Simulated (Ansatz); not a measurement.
Relaxation of a periodic cell of 17 atoms, TiSi16 (host Si, host structure diamond, interstitial Ti), to a largest force component of 0.03 eV/Å in at most 60 steps.

These are results of DFT PBE, scalar-relativistic, plane waves, PAW (Ansatz 0.2.0), not measurements. Settings: PAW set soft_1, cutoff 420 eV, k mesh 2x2x2, gaussian smearing 0.02 eV, no spin polarisation.

```xyz
17
Lattice="0.0000 5.4300 5.4300 5.4300 0.0000 5.4300 5.4300 5.4300 0.0000" Properties=species:S:1:pos:R:3
Si 0.000 0.000 0.000
Si 1.357 1.357 1.357
Si 2.715 2.715 0.000
Si 4.072 4.072 1.357
Si 2.715 0.000 2.715
Si 4.072 1.357 4.072
Si 5.430 2.715 2.715
Si 6.787 4.072 4.072
Si 0.000 2.715 2.715
Si 1.357 4.072 4.072
Si 2.715 5.430 2.715
Si 4.072 6.787 4.072
Si 2.715 2.715 5.430
Si 4.072 4.072 6.787
Si 5.430 5.430 5.430
Si 6.787 6.787 6.787
Ti 8.795 7.432 7.417
```

Problem. Where does it end, and by what steps?

Solution. It converged. The force dipped under the threshold on the way, but the program's further checks kept it going. Limits of this set-up: coarse k mesh, a small cell, in which the defect meets its images, a typed lattice constant that wasn't relaxed here. After 22 steps the energy has fallen by 3.290 eV; Ti17 moved furthest, 1.07 Å. Joined: Si2–Ti17 (3.54 → 2.76 Å).

| step | energy less start (eV) | largest force component (eV/Å) | accepted |
| --- | --- | --- | --- |
| 0 | 0.0000 | 3.672 | yes |
| 1 | -1.3052 | 1.310 | yes |
| 2 | -1.5488 | 0.171 | yes |
| 3 | -1.6582 | 0.705 | yes |
| 4 | -1.9951 | 1.018 | yes |
| 5 | -2.4019 | 1.060 | yes |
| 6 | -2.7986 | 0.757 | yes |
| 7 | -3.1510 | 0.339 | yes |
| 8 | -3.2683 | 0.188 | yes |
| 9 | -3.2867 | 0.068 | yes |
| 10 | -3.2879 | 0.015 | yes |
| 11 | -3.2880 | 0.014 | yes |
| 12 | -3.2822 | 0.132 | no |
| 13 | -3.2884 | 0.019 | yes |
| 14 | -3.2787 | 0.138 | no |
| 15 | -3.2887 | 0.024 | yes |
| 16 | -3.2888 | 0.027 | yes |
| 17 | -3.2891 | 0.022 | yes |
| 18 | -3.2893 | 0.011 | yes |
| 19 | -3.2894 | 0.015 | yes |
| 20 | -3.2894 | 0.007 | yes |
| 21 | -3.2895 | 0.005 | yes |
| 22 | -3.2895 | 0.003 | yes |

```xyz
17
Lattice="0.0000 5.4300 5.4300 5.4300 0.0000 5.4300 5.4300 5.4300 0.0000" Properties=species:S:1:pos:R:3
Si -0.001 -0.003 0.013
Si 1.359 1.416 1.393
Si 2.654 2.773 0.000
Si 4.010 4.068 1.394
Si 2.666 0.032 2.759
Si 4.031 1.396 4.086
Si 5.395 2.760 2.759
Si 6.745 4.112 4.083
Si 0.023 2.814 2.793
Si 1.315 4.110 4.147
Si 2.611 5.403 2.793
Si 4.030 6.825 4.126
Si 2.633 2.794 5.443
Si 4.050 4.152 6.825
Si 5.407 5.449 5.433
Si 6.705 6.806 6.825
Ti 9.461 6.825 6.843
```

Whether the end is a true minimum wasn't checked by a vibrational analysis.

The run took 2 min on 1 thread of Intel(R) Xeon(R) Platinum 8488C (Sapphire Rapids), with other jobs on the host, peak memory 0.63 GiB.
